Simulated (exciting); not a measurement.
# AlSn (P-6m2) in exciting: equation of state

How stiff is AlSn in PBEsol, and what volume does it want? The cell is scaled to several volumes.

All numbers are computed with exciting (release sodium); they aren't measurements. Logs are shortened: lines on timing, memory, paths and dates and some standing lists are left out, and cuts for length are marked.

## 1. The crystal as given

It takes space group P-6m2 (No. 187, hexagonal). Conventional cell: a = 4.198 Å, b = 4.198 Å, c = 3.307 Å, α = 90.00°, β = 90.00°, γ = 120.00°. Sn (site symmetry -6m2) has 6 Al at 2.93 Å and 2 Sn at 3.31 Å as nearest neighbours. Al (site symmetry -6m2) is surrounded by 6 Sn at 2.93 Å and 2 Al at 3.31 Å.

The cell comes from a database or a generator and needn't be the stable form of this composition.

## 2. Equation of state, PBEsol, 23.72 Å³/atom (volume scaled by 0.94)

input.xml

```xml
<input>
  <title>AlSn</title>
  <structure speciespath="./" tshift="false">
    <crystal scale="1">
      <basevect>7.771320947632 0.000000000000 0.000000000000</basevect>
      <basevect>-3.885660473722 6.730161361489 0.000000000000</basevect>
      <basevect>0.000000000000 0.000000000000 6.121468041438</basevect>
    </crystal>
    <species speciesfile="Sn.xml" rmt="2.3">
      <atom coord="0.333333333300 0.666666666700 0.500000000000"/>
    </species>
    <species speciesfile="Al.xml" rmt="2">
      <atom coord="0.000000000000 0.000000000000 0.000000000000"/>
    </species>
  </structure>
  <groundstate do="fromscratch" ngridk="7 7 8" rgkmax="7.8" gmaxvr="14" lmaxapw="10" lmaxmat="10" lmaxvr="8" xctype="GGA_PBE_SOL" stype="Fermi Dirac" swidth="0.00183747" nempty="10" ValenceRelativity="iora*" epsengy="1e-05" epspot="1e-05" maxscl="60" outputlevel="normal"/>
</input>
```

Potentials or basis: all-electron LAPW+lo, shipped species files, valence relativity iora*.

Launch:

```console
> OMP_NUM_THREADS=1 exciting_smp
```

INFO.OUT:

```text
================================================================================
EXCITING SODIUM started
[... 10 lines left out ...]

 Lattice vectors (cartesian) :
      7.7713209476      0.0000000000      0.0000000000
     -3.8856604737      6.7301613615      0.0000000000
      0.0000000000      0.0000000000      6.1214680414

 Reciprocal lattice vectors (cartesian) :
      0.8085093061      0.4667930655     -0.0000000000
      0.0000000000      0.9335861311      0.0000000000
      0.0000000000     -0.0000000000      1.0264180528

 Unit cell volume                           :     320.1665149547
 Brillouin zone volume                      :       0.7747537667

 Species :    1 (Sn)
     parameters loaded from                 :    Sn.xml
     name                                   :    tin
     nuclear charge                         :     -50.00000000
     electronic charge                      :      50.00000000
     atomic mass                            :  216395.09200000
     muffin-tin radius                      :       2.30000000
     # of radial points in muffin-tin       :     400

     atomic positions (lattice) :
       1 :   0.33333333  0.66666667  0.50000000

 Species :    2 (Al)
     parameters loaded from                 :    Al.xml
     name                                   :    aluminium
     nuclear charge                         :     -13.00000000
     electronic charge                      :      13.00000000
     atomic mass                            :   49184.33493000
     muffin-tin radius                      :       2.00000000
     # of radial points in muffin-tin       :     300

     atomic positions (lattice) :
       1 :   0.00000000  0.00000000  0.00000000

 Total number of atoms per unit cell        :       2

 Spin treatment                             :    spin-unpolarised

 Number of Bravais lattice symmetries       :      24
 Number of crystal symmetries               :      12

 k-point grid                               :       7    7    8
 Total number of k-points                   :      60
 k-point set is reduced with crystal symmetries

 R^MT_min * |G+k|_max (rgkmax)              :       7.80000000
 Species with R^MT_min                      :       2 (Al)
 Maximum |G+k| for APW functions            :       3.90000000
 Maximum |G| for potential and density      :      14.00000000

 G-vector grid sizes                        :      36    36    30
 Total number of G-vectors                  :   14823

 Maximum angular momentum used for
     APW functions                          :      10
     computing H and O matrix elements      :      10
     potential and density                  :       8
     inner part of muffin-tin               :       2

 Total nuclear charge                       :     -63.00000000
 Total electronic charge                    :      63.00000000
 Total core charge                          :      34.00000000
 Total valence charge                       :      29.00000000

 Number of empty states                     :      10
 Total number of valence states             :      25

 Maximum Hamiltonian size                   :     358
 Maximum number of plane-waves              :     334
 Total number of local-orbitals             :      24

 Exchange-correlation type                  :      22
     PBEsol, Phys. Rev. Lett. 100, 136406 (2008)
     Generalised gradient approximation (GGA)

[... 20 lines left out ...]
+ SCF iteration number :    1                                                  +
++++++++++++++++++++++++++++++++++++++++++++++++++++++++++++++++++++++++++++++++
 Total energy                               :     -6415.72687217
 _______________________________________________________________
 Fermi energy                               :         0.23021572
 Kinetic energy                             :      6746.26046183
 Coulomb energy                             :    -12981.33318015
 Exchange energy                            :      -177.02157509
 Correlation energy                         :        -3.63257877

 DOS at Fermi energy (states/Ha/cell)       :        14.25190312

 Electron charges :
     core                                   :        34.00000000
     core leakage                           :         0.00178042
     valence                                :        29.00000000
     interstitial                           :         4.74202611
     charge in muffin-tin spheres :
                  atom     1    Sn          :        47.41875601
                  atom     2    Al          :        10.83921787
     total charge in muffin-tins            :        58.25797389
     total charge                           :        63.00000000

++++++++++++++++++++++++++++++++++++++++++++++++++++++++++++++++++++++++++++++++
+ SCF iteration number :    2                                                  +
++++++++++++++++++++++++++++++++++++++++++++++++++++++++++++++++++++++++++++++++
 Total energy                               :     -6417.30037136
 _______________________________________________________________
 Fermi energy                               :         0.22927195
 Kinetic energy                             :      6745.36876905
 Coulomb energy                             :    -12981.98184077
 Exchange energy                            :      -177.05428776
 Correlation energy                         :        -3.63301188

 DOS at Fermi energy (states/Ha/cell)       :        14.72238205

 Electron charges :
     core                                   :        34.00000000
     core leakage                           :         0.00176993
     valence                                :        29.00000000
     interstitial                           :         4.73321733
     charge in muffin-tin spheres :
                  atom     1    Sn          :        47.42931190
                  atom     2    Al          :        10.83747077
     total charge in muffin-tins            :        58.26678267
     total charge                           :        63.00000000

 RMS change in effective potential (target) :  0.666050E-01  ( 0.100000E-04)
 Absolute change in total energy   (target) :   1.57350      ( 0.100000E-04)
 Charge distance                   (target) :  0.769394E-03  ( 0.100000E-04)

++++++++++++++++++++++++++++++++++++++++++++++++++++++++++++++++++++++++++++++++
+ SCF iteration number :    3                                                  +
++++++++++++++++++++++++++++++++++++++++++++++++++++++++++++++++++++++++++++++++
 Total energy                               :     -6418.08992434
 _______________________________________________________________
 Fermi energy                               :         0.22864945
 Kinetic energy                             :      6744.91317340
 Coulomb energy                             :    -12982.29858240
 Exchange energy                            :      -177.07127611
 Correlation energy                         :        -3.63323923

 DOS at Fermi energy (states/Ha/cell)       :        15.31572545

 Electron charges :
     core                                   :        34.00000000
     core leakage                           :         0.00176259
     valence                                :        29.00000000
     interstitial                           :         4.72882010
     charge in muffin-tin spheres :
                  atom     1    Sn          :        47.43366288
                  atom     2    Al          :        10.83751701
     total charge in muffin-tins            :        58.27117990
     total charge                           :        63.00000000
[... 296 lines left out ...]
 DOS at Fermi energy (states/Ha/cell)       :        16.80207888

 Electron charges :
     core                                   :        34.00000000
     core leakage                           :         0.00174931
     valence                                :        29.00000000
     interstitial                           :         4.72475145
     charge in muffin-tin spheres :
                  atom     1    Sn          :        47.43512158
                  atom     2    Al          :        10.84012698
     total charge in muffin-tins            :        58.27524855
     total charge                           :        63.00000000

 RMS change in effective potential (target) :  0.856014E-08  ( 0.100000E-04)
 Absolute change in total energy   (target) :  0.139471E-05  ( 0.100000E-04)
 Charge distance                   (target) :  0.298560E-08  ( 0.100000E-04)

++++++++++++++++++++++++++++++++++++++++++++++++++++++++++++++++++++++++++++++++
+ SCF iteration number :   15                                                  +
++++++++++++++++++++++++++++++++++++++++++++++++++++++++++++++++++++++++++++++++
 Total energy                               :     -6418.68140478
 _______________________________________________________________
 Fermi energy                               :         0.22698973
 Kinetic energy                             :      6744.41966425
 Coulomb energy                             :    -12982.38695697
 Exchange energy                            :      -177.08070144
 Correlation energy                         :        -3.63341063

 DOS at Fermi energy (states/Ha/cell)       :        16.80207964

 Electron charges :
     core                                   :        34.00000000
     core leakage                           :         0.00174931
     valence                                :        29.00000000
     interstitial                           :         4.72475145
     charge in muffin-tin spheres :
                  atom     1    Sn          :        47.43512157
                  atom     2    Al          :        10.84012698
     total charge in muffin-tins            :        58.27524855
     total charge                           :        63.00000000

 RMS change in effective potential (target) :  0.534658E-08  ( 0.100000E-04)
 Absolute change in total energy   (target) :  0.246205E-05  ( 0.100000E-04)
 Charge distance                   (target) :  0.162911E-08  ( 0.100000E-04)

++++++++++++++++++++++++++++++++++++++++++++++++++++++++++++++++++++++++++++++++
| Convergency criteria checked for the last 2 iterations                       +
| Convergence targets achieved. Performing final SCF iteration                 +
++++++++++++++++++++++++++++++++++++++++++++++++++++++++++++++++++++++++++++++++
 Total energy                               :     -6418.68140638
 _______________________________________________________________
 Fermi energy                               :         0.22698973
 Kinetic energy                             :      6744.41966364
 Coulomb energy                             :    -12982.38695791
 Exchange energy                            :      -177.08070149
 Correlation energy                         :        -3.63341063

 DOS at Fermi energy (states/Ha/cell)       :        16.80207910

 Electron charges :
     core                                   :        34.00000000
     core leakage                           :         0.00174931
     valence                                :        29.00000000
     interstitial                           :         4.72475145
     charge in muffin-tin spheres :
                  atom     1    Sn          :        47.43512157
                  atom     2    Al          :        10.84012698
     total charge in muffin-tins            :        58.27524855
     total charge                           :        63.00000000

++++++++++++++++++++++++++++++++++++++++++++++++++++++++++++++++++++++++++++++++
[... 9 lines left out ...]
| EXCITING SODIUM stopped                                                      =
================================================================================
```

It took 4.1 min on 1 thread of Arm Neoverse N1, shared host; peak memory 0.14 GiB.

Results:

| Property | Result |
| --- | --- |
| Free energy | -174661.2244 eV |
| Band gap on the k mesh | none (metal or under the smearing width) |
| All electrons inside the program's atomic spheres | Sn 47.44; Al 10.84 (radii Sn 2.3, Al 2.0 bohr) |

Caveat: the log's total energy holds no entropy term; the free energy is that total less TS from the occupations.

## 3. Equation of state, PBEsol, 24.23 Å³/atom (volume scaled by 0.96)

input.xml, as its differences from that of step 2:

```diff
@@ -4,5 +4,5 @@
     <crystal scale="1">
-      <basevect>7.771320947632 0.000000000000 0.000000000000</basevect>
-      <basevect>-3.885660473722 6.730161361489 0.000000000000</basevect>
-      <basevect>0.000000000000 0.000000000000 6.121468041438</basevect>
+      <basevect>7.826050363040 0.000000000000 0.000000000000</basevect>
+      <basevect>-3.913025181426 6.777558425617 0.000000000000</basevect>
+      <basevect>0.000000000000 0.000000000000 6.164578391676</basevect>
     </crystal>
```

Potentials or basis: all-electron LAPW+lo, shipped species files, valence relativity iora*.

Launch:

```console
> OMP_NUM_THREADS=1 exciting_smp
```

It took 4 min on 1 thread of Arm Neoverse N1, shared host; peak memory 0.14 GiB.

The run converged. Its results:

```
Free energy                                       : -174661.2305 eV
Band gap on the k mesh                            : none (metal or under the smearing width)
All electrons inside the program's atomic spheres : Sn 47.42; Al 10.83 (radii Sn 2.3, Al 2.0 bohr)
```

Caveat: the log's total energy holds no entropy term; the free energy is that total less TS from the occupations.

## 4. Equation of state, PBEsol, 24.73 Å³/atom (volume scaled by 0.98)

input.xml, as its differences from that of step 3:

```diff
@@ -4,5 +4,5 @@
     <crystal scale="1">
-      <basevect>7.826050363040 0.000000000000 0.000000000000</basevect>
-      <basevect>-3.913025181426 6.777558425617 0.000000000000</basevect>
-      <basevect>0.000000000000 0.000000000000 6.164578391676</basevect>
+      <basevect>7.880024829838 0.000000000000 0.000000000000</basevect>
+      <basevect>-3.940012414824 6.824301684945 0.000000000000</basevect>
+      <basevect>0.000000000000 0.000000000000 6.207094068913</basevect>
     </crystal>
```

Launch:

```console
> OMP_NUM_THREADS=1 exciting_smp
```

Wall time 4.7 min (1 thread of Arm Neoverse N1, shared host); peak memory 0.14 GiB.

The run converged. Its results:

| Property | Result |
| --- | --- |
| Free energy | -174661.2287 eV |
| Band gap on the k mesh | none (metal or under the smearing width) |
| All electrons inside the program's atomic spheres | Sn 47.41; Al 10.82 (radii Sn 2.3, Al 2.0 bohr) |

Caveat: the log's total energy holds no entropy term; the free energy is that total less TS from the occupations.

## 5. Equation of state, PBEsol, 25.24 Å³/atom

input.xml, as its differences from that of step 4:

```diff
@@ -4,5 +4,5 @@
     <crystal scale="1">
-      <basevect>7.880024829838 0.000000000000 0.000000000000</basevect>
-      <basevect>-3.940012414824 6.824301684945 0.000000000000</basevect>
-      <basevect>0.000000000000 0.000000000000 6.207094068913</basevect>
+      <basevect>7.933269855926 0.000000000000 0.000000000000</basevect>
+      <basevect>-3.966634927869 6.870413230184 0.000000000000</basevect>
+      <basevect>0.000000000000 0.000000000000 6.249035166040</basevect>
     </crystal>
```

Launch:

```console
> OMP_NUM_THREADS=1 exciting_smp
```

Wall time 4.3 min (1 thread of Arm Neoverse N1, shared host); peak memory 0.14 GiB.

It converged, with:

```yaml
Free_energy: -174661.2209 eV
Band_gap_on_the_k_mesh: none (metal or under the smearing width)
All_electrons_inside_the_program's_atomic_spheres: Sn 47.40; Al 10.82 (radii Sn 2.3, Al 2.0 bohr)
```

Caveat: the log's total energy holds no entropy term; the free energy is that total less TS from the occupations.

## 6. Equation of state, PBEsol, 25.74 Å³/atom (volume scaled by 1.02)

input.xml, as its differences from that of step 5:

```diff
@@ -4,5 +4,5 @@
     <crystal scale="1">
-      <basevect>7.933269855926 0.000000000000 0.000000000000</basevect>
-      <basevect>-3.966634927869 6.870413230184 0.000000000000</basevect>
-      <basevect>0.000000000000 0.000000000000 6.249035166040</basevect>
+      <basevect>7.985809598053 0.000000000000 0.000000000000</basevect>
+      <basevect>-3.992904798932 6.915913981547 0.000000000000</basevect>
+      <basevect>0.000000000000 0.000000000000 6.290420710899</basevect>
     </crystal>
```

Potentials or basis: all-electron LAPW+lo, shipped species files, valence relativity iora*.

Launch:

```console
> OMP_NUM_THREADS=1 exciting_smp
```

It took 5.2 min on 1 thread of Arm Neoverse N1, shared host; peak memory 0.14 GiB.

Results (log left out):

```
Free energy                                       : -174661.2064 eV
Band gap on the k mesh                            : none (metal or under the smearing width)
All electrons inside the program's atomic spheres : Sn 47.39; Al 10.81 (radii Sn 2.3, Al 2.0 bohr)
```

Caveat: the log's total energy holds no entropy term; the free energy is that total less TS from the occupations.

## 7. Equation of state, PBEsol, 26.25 Å³/atom (volume scaled by 1.04)

input.xml, as its differences from that of step 6:

```diff
@@ -4,5 +4,5 @@
     <crystal scale="1">
-      <basevect>7.985809598053 0.000000000000 0.000000000000</basevect>
-      <basevect>-3.992904798932 6.915913981547 0.000000000000</basevect>
-      <basevect>0.000000000000 0.000000000000 6.290420710899</basevect>
+      <basevect>8.037666957619 0.000000000000 0.000000000000</basevect>
+      <basevect>-4.018833478621 6.960823772275 0.000000000000</basevect>
+      <basevect>0.000000000000 0.000000000000 6.331268743193</basevect>
     </crystal>
```

Launch:

```console
> OMP_NUM_THREADS=1 exciting_smp
```

It took 4.5 min on 1 thread of Arm Neoverse N1, shared host; peak memory 0.14 GiB.

Results (log left out):

```
Free energy                                       : -174661.1870 eV
Band gap on the k mesh                            : none (metal or under the smearing width)
All electrons inside the program's atomic spheres : Sn 47.38; Al 10.80 (radii Sn 2.3, Al 2.0 bohr)
```

Caveat: the log's total energy holds no entropy term; the free energy is that total less TS from the occupations.

## 8. Equation of state, PBEsol, 26.75 Å³/atom (volume scaled by 1.06)

input.xml, as its differences from that of step 7:

```diff
@@ -4,5 +4,5 @@
     <crystal scale="1">
-      <basevect>8.037666957619 0.000000000000 0.000000000000</basevect>
-      <basevect>-4.018833478621 6.960823772275 0.000000000000</basevect>
-      <basevect>0.000000000000 0.000000000000 6.331268743193</basevect>
+      <basevect>8.088863668932 0.000000000000 0.000000000000</basevect>
+      <basevect>-4.044431834371 7.005161424798 0.000000000000</basevect>
+      <basevect>0.000000000000 0.000000000000 6.371596383084</basevect>
     </crystal>
```

Launch:

```console
> OMP_NUM_THREADS=1 exciting_smp
```

Wall time 5 min (1 thread of Arm Neoverse N1, shared host); peak memory 0.15 GiB.

It converged, with:

| Property | Result |
| --- | --- |
| Free energy | -174661.1630 eV |
| Band gap on the k mesh | none (metal or under the smearing width) |
| All electrons inside the program's atomic spheres | Sn 47.38; Al 10.80 (radii Sn 2.3, Al 2.0 bohr) |

Caveat: the log's total energy holds no entropy term; the free energy is that total less TS from the occupations.

## 9. Equation of state, PBEsol

Potentials or basis: all-electron LAPW+lo, shipped species files, valence relativity iora*.

This step only gathers the single runs of the series.

Results:

```
Equilibrium volume                        : 24.37 Å³/atom
Bulk modulus at fixed shape and positions : 56 GPa
Pressure derivative of the bulk modulus   : 4.9
```

Energy against volume, from the lowest point:
| volume (Å³/atom) | energy (meV/atom) |
| --- | --- |
| 23.722 | 3.04 |
| 24.227 | 0.00 |
| 24.731 | 0.88 |
| 25.236 | 4.80 |
| 25.741 | 12.05 |
| 26.245 | 21.73 |
| 26.750 | 33.73 |

Caveat: the cell was scaled at fixed shape and fractional positions, which overstates the stiffness of a crystal with free parameters, most of all of layers and chains.
